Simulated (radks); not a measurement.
# Tl⁵⁷⁺ in [Ne] 3s2 3p4 3d6 4d2: an all-electron calculation

Aim: the levels, the sizes of the orbitals and the parts of the energy of the thallium ion Tl57+.

Program: radks (a radial shooting solver on a logarithmic mesh, Libxc functionals) version 1. Level of theory: Dirac Kohn-Sham, PBE, spin-unpolarised, spherical densities, finite nucleus; open shells fill j = l - 1/2 first. These are calculated values, not measurements, unless marked.

### Step 1. The system

```
element            : thallium (Z = 81)
charge             : +57
electrons          : 24
configuration      : [Ne] 3s2 3p4 3d6 4d2
nuclear rms radius : 5.4759 fm
```

### Step 2. Self-consistent calculation

Settings of this run:

```text
Z 81
configuration [Ne] 3s2 3p4 3d6 4d2 4s0 4p0
relativity Dirac
functional pbe,pbe
spin unpolarised
j_filling energy
nucleus finite rms 5.4759 fm
c 137.035999084
```

**Question.** What will this run give?

The runs gave:

| quantity | value |
| --- | --- |
| total energy | -17062.9395 hartree |
| exchange-correlation share of it | 1.37 % |
| −T/E | 1.1824 |
| highest occupied level | 4d3/2, -3155.2 eV |
| most extended occupied level | 4d3/2, <r> = 0.321 bohr |
| radius at density 0.001 e/bohr³ | 0.807 bohr |
| maxima of the radial density | 3 |

**Reading.** The radial density shows 3 maxima for 4 occupied principal shells; where shells overlap, one shows as a shoulder or not at all. Relativity lifts −T/E to 1.182. This is not the tabulated ground configuration, so its levels and sizes aren't those of the ground state, and no measured value stands beside it.
